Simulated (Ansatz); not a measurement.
Set up this calculation in Ansatz 0.2.0, as the native input.

| Property | Result |
| --- | --- |
| Task | relaxation of cell and atoms |
| Functional | PBEsol |
| Dispersion | D3(BJ) |
| Potentials or basis | Ansatz PAW |
| Cutoff | 420 eV (not typed: the program's choice for these potentials) |
| k mesh | 8 × 8 × 2 |
| Occupations | fermi-dirac, width 0.05 eV |
| Spin | collinear spin, ferromagnetic start |
| Starting moments | [1.0, 1.0, 0.0, 0.6, 0.0] μB |

NiMoIrPdW:

```
Ni Mo Pd Ir W
1.0
     2.76078    0.00000    0.00000
    -1.38039    2.39090    0.00000
     0.00000    0.00000   11.34051
Ni Mo Pd Ir W
1 1 1 1 1
Direct
  0.00000 0.00000 0.70917
  0.66667 0.33333 0.29425
  0.66667 0.33333 0.89901
  0.00000 0.00000 0.10604
  0.66667 0.33333 0.52921
```

The cell was built by a generator and needn't be a form met in nature.

One way to write it, as run:

input.yaml

```yaml
crystal:
  lattice:
    - [2.76078, 0.0, 0.0]
    - [-1.38039, 2.3909, 0.0]
    - [0.0, 0.0, 11.34051]
  atoms:
    - { symbol: Ni, position: [0.0, 0.0, 0.70917], spin: 1.0 }
    - { symbol: Mo, position: [0.66667, 0.33333, 0.29425], spin: 1.0 }
    - { symbol: Pd, position: [0.66667, 0.33333, 0.89901] }
    - { symbol: Ir, position: [0.0, 0.0, 0.10604], spin: 0.6 }
    - { symbol: W, position: [0.66667, 0.33333, 0.52921] }
hamiltonian:
  xc: pbesol
  pseudopotentials: { kind: paw }
  dispersion: d3bj
magnetization:
  spin_polarized: true
kpoints:
  mp_grid: { grid: [8, 8, 2] }
scf:
  occupations: { method: fermi_dirac, width: 0.05 }
output:
  forces: true
  stress: true
  eigenvalues: true
relax:
  f_tol: 0.01
  max_steps: 40
  cell: { stress_tol: 0.05 }
```

Potentials or basis: Ansatz PAW.

Launch:

```sh
$ ansatz run input.yaml --threads 8 --pin off --max-ram 20480MiB --backend cpu --events-out ev --progress --plain --runs-dir out
```

Results of the run:

The relaxed volume is 14.01 Å³/atom. The relaxed cell is a = 2.705 Å, b = 2.705 Å, c = 11.057 Å, α = 90.00°, β = 90.00°, γ = 120.00° and the space group after relaxing (to 0.05 Å) is P3m1 (No. 156). The energy gained by relaxing is 48.8 meV/atom. The ionic steps are 6. The pressure after relaxing is 0.0 GPa. The largest force after relaxing is 0.007 eV/Å and the band gap on the k mesh is none (metal or under the smearing width). The net moment is 0.00 μB per cell and the absolute moment is 0.00 μB per cell.

Caveat: the plane-wave basis is chosen anew once the cell has moved, so the energies of steps on either side of that aren't comparable; pairwise dispersion overbinds metals, which lowers pressure and volume; the PAW data sets come from PBE, with cores solved anew for the run's functional, which leaves a small shift of forces and pressure; the starting moments weren't kept.

It took 40 s on 8 threads of Intel(R) Xeon(R) Platinum 8259CL CPU @ 2.50GHz (Skylake/Cascade Lake) (shared host), peak memory 0.72 GiB.
